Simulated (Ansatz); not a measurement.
Runs of Ansatz 0.2.0 on Ta3AsAu2O13. The typed cell holds 19 atoms: a = 5.402 Å, b = 5.959 Å, c = 8.675 Å, α = 100.05°, β = 94.76°, γ = 109.79°. The cell was built by a generator and needn't be a form met in nature.

```csv
task,level,cell,k mesh,target pressure (GPa),points for each segment of the path,gap on the mesh (eV),pressure (GPa),relaxed volume (Å³/atom),largest force (eV/Å)
relaxation of cell and atoms,PBE,relaxed to 20 GPa,4 × 4 × 3,20,-,(b),20.0,-,0.01
band structure,revPBE,as given,6 × 5 × 3,-,10,0.54,2.9,-,(a)
relaxation of cell and atoms,revPBE,relaxed,4 × 4 × 3,-,-,0.58,0.0,(c),0.01
relaxation of cell and atoms,PBE+D3(BJ),relaxed,4 × 4 × 3,-,-,0.48,0.0,13.03,0.01
```

Alike in all rows: potentials or basis Ansatz PAW; no spin polarisation; cutoff (eV) 420; smearing fermi-dirac 0.05 eV.

Problem. Estimate the missing entries.

Solution. (a) 0.14; (b) 0.92; (c) 13.82.

Caveats: spin-orbit coupling is left out, which moves the levels of the heavy elements; odd divisions of the mesh miss points on the zone boundary, where band edges often lie, so the gap on the mesh can be too wide (some runs); the plane-wave basis is chosen anew once the cell has moved, so the energies of steps on either side of that aren't comparable (some runs); the PAW data sets come from PBE, with cores solved anew for the run's functional, which leaves a small shift of forces and pressure (some runs); the volume moved by over 15 % at a fixed basis, so the end points are rough (some runs).

A k mesh can miss the band edges, and the runs leave out spin-orbit coupling on As, Au, Ta.
